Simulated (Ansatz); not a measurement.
# ZnSi+ (doublet): the correlation ladder, def2-SVP

An exercise on one series of results from a longer session: the logs are not shown, and one member is left open.

Method: def2-SVP, core rule «outside noble gas», up to 14 orbitals frozen; program: Ansatz 0.2.0, Gaussian basis.

The runs, in order: UHF; CCSD(T) on ROHF; CCSD(T) on UHF; CISD; CCSDT(Q) on ROHF; CCSDT(Q) on UHF; CASSCF and MRCISD+Q, 15 electrons in 10 orbitals; CASSCF and NEVPT2, 15 electrons in 10 orbitals.

23 further runs of the same task are left out: 1 for a mislabelled method, 7 that didn't finish, 15 set aside as unsound or not needed.

### The system

The geometry is a PBE0/def2-TZVP stationary point (not a proven minimum) of the parent state, kept for this charge and spin.

2 atoms, charge 1, spin multiplicity 2.

Atoms are counted from 1 here; the program's logs count them from 0.

Bond lengths: Zn1–Si2 2.393 Å.

The first run:

Input file in.yaml:

```yaml
crystal:
  periodic: [false, false, false]
  atoms:
    - {symbol: Zn, position_ang: [0.000000, 0.000000, 0.000000]}
    - {symbol: Si, position_ang: [0.000000, 0.000000, 2.393200]}
basis:
  gaussian: {orbitals: def2-SVP}
total_charge: 1
magnetization: {spin_polarized: true, initial_magnetization: 1}
hamiltonian: {xc: hf}
output: {orbitals: {seedname: orbitals}}
```

Run with:

```bash
> ansatz run in.yaml --threads 1 --pin off --events-out ev --progress --plain --max-ram 2393MiB
```

Among the steps run: UHF; CCSD(T) on ROHF; CCSD(T) on UHF; CISD; CCSDT(Q) on ROHF; CCSDT(Q) on UHF; CASSCF and MRCISD+Q, 15 electrons in 10 orbitals; CASSCF and NEVPT2, 15 electrons in 10 orbitals.

One table of the session follows, with a row left open; its other results are not shown here.

```
          method  from UCCSDT(Q) (kJ/mol)
            ROHF                   +923.5
             UHF                   +908.8
            RMP2                        ?
            UMP2                    +42.4
            CISD                   +106.3
           RCCSD                    +27.4
           UCCSD                    +27.7
        RCCSD(T)                     -1.5
        UCCSD(T)                     -0.8
          RCCSDT                     -2.2
          UCCSDT                     -2.2
       RCCSDT(Q)                     +0.2
       UCCSDT(Q)                        0
  CASSCF valence                   +833.4
  NEVPT2 valence                   +100.2
  MRCISD valence                    +74.3
MRCISD+Q valence                    +21.1
```

**Question.** Estimate the row for RMP2.

The run gave: from UCCSDT(Q) (kJ/mol): +30.9. In the column «from UCCSDT(Q) (kJ/mol)» it lies between UCCSD (+27.7) and UMP2 (+42.4).

Among the levels timed on like hardware and quicker than the yardstick, those that no quicker one beats, quickest first: NEVPT2 valence (2.9 s, +100.2 kJ/mol); RCCSD(T) (3.9 s, -1.5 kJ/mol); UCCSD(T) (14 s, -0.8 kJ/mol); RCCSDT(Q) (23 s, +0.2 kJ/mol).

To keep in mind: Of the multireference levels listed MRCISD+Q valence comes nearest in total energy (+21.1 kJ/mol), which doesn't show that its space is the better one. Restricted and unrestricted rows rest on different reference determinants; where their highest levels disagree by more than a few hundredths of an eV, they describe different states and don't form one ladder.
